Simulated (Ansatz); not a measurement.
**Sb: elastic constants**

Aim: the elastic tensor from the stress of slightly strained cells, and the moduli that follow. Runs: cell and atoms relaxed (PAW); reference run (PAW).

Method: DFT LDA, frozen-core PAW, scalar-relativistic unless said, in Ansatz 0.2.0.

1 further run of the same task is left out (it didn't finish).

## Step 1: The system as given

Symmetry: R-3m, No. 166, trigonal system. The conventional cell has a = 4.308 Å, b = 4.308 Å, c = 11.274 Å, α = 90.00°, β = 90.00°, γ = 120.00°. Around Sb (site symmetry 3m) lie 3 Sb at 2.91 Å.

Structure file:

```cif
data_structure
_symmetry_space_group_name_H-M 'P 1'
_symmetry_Int_Tables_number 1
_cell_length_a 4.5067
_cell_length_b 4.5067
_cell_length_c 4.5067
_cell_angle_alpha 57.110
_cell_angle_beta 57.110
_cell_angle_gamma 57.110
_cell_volume 60.41
loop_
_atom_site_label
_atom_site_type_symbol
_atom_site_fract_x
_atom_site_fract_y
_atom_site_fract_z
_atom_site_occupancy
Sb1 Sb 0.23349 0.23349 0.23349 1
Sb2 Sb 0.76651 0.76651 0.76651 1
```

Cartesian axes are those of the input's lattice vectors. The structure goes back to a database entry.

## Step 2: Cell and atoms relaxed, PAW

input.yaml reads:

```yaml
crystal:
  lattice:
    - [2.15420000001, 1.24372794989, 3.758]
    - [-2.15420000001, 1.24372794989, 3.758]
    - [0.0, -2.48745589979, 3.758]
  atoms:
    - { symbol: Sb, position: [0.23349, 0.23349, 0.23349] }
    - { symbol: Sb, position: [0.76651, 0.76651, 0.76651] }
kpoints:
  mp_grid: { grid: [14, 14, 14] }
scf:
  occupations: { method: fermi_dirac, width: 0.08 }
hamiltonian:
  xc: lda
  pseudopotentials: { kind: paw }
relax:
  f_tol: 0.002
  max_steps: 80
  cell: {}
output:
  forces: true
  stress: true
```

The run is started by

```bash
$ ansatz run input.yaml --threads 1 --pin off --max-ram 2560MiB --backend cpu --events-out ev --progress --plain --runs-dir out
```

## Step 3: Reference run, PAW

input.yaml reads:

```yaml
crystal:
  lattice:
    - [2.145942811, 1.2389606596, 3.65074882985]
    - [-2.145942811, 1.2389606596, 3.65074882985]
    - [0.0, -2.4779213192, 3.65074882985]
  atoms:
    - { symbol: Sb, position: [0.236287233368, 0.236287233368, 0.236287233368] }
    - { symbol: Sb, position: [0.763712766632, 0.763712766632, 0.763712766632] }
kpoints:
  mp_grid: { grid: [14, 14, 14] }
scf:
  occupations: { method: fermi_dirac, width: 0.08 }
hamiltonian:
  xc: lda
  pseudopotentials: { kind: paw }
elastic:
  mode: relaxed_ion
  stencil: two_point
  amplitude: 0.005
```

(Steps that only read results are left out.)

What does the calculation give? Wanted: C11; C12; C13; C14; C33; C44; bulk, shear and Young's modulus; Debye temperature from sound speeds; universal anisotropy index.

The runs gave:

| quantity | value |
| --- | --- |
| C11 (PAW) | 103 GPa |
| C12 (PAW) | 29 GPa |
| C13 (PAW) | 30 GPa |
| C14 (PAW) | -25 GPa |
| C33 (PAW) | 57 GPa |
| C44 (PAW) | 44 GPa |
| bulk, shear and Young's modulus | 47, 30, 74 GPa |
| Debye temperature from sound speeds | 211 K |
| universal anisotropy index | 2.84 |

All eigenvalues are positive, so the crystal is mechanically stable; by PAW K = 47 and G = 30 GPa, K/G = 1.58, on the brittle side of Pugh's rough line at 1.75, which was drawn for metals. Young's modulus runs from 43 to 138 GPa with direction. Cautions: frozen-core PAW files fitted under PBE, their cores solved anew for the functional of the run; responses of metals move with mesh and smearing.
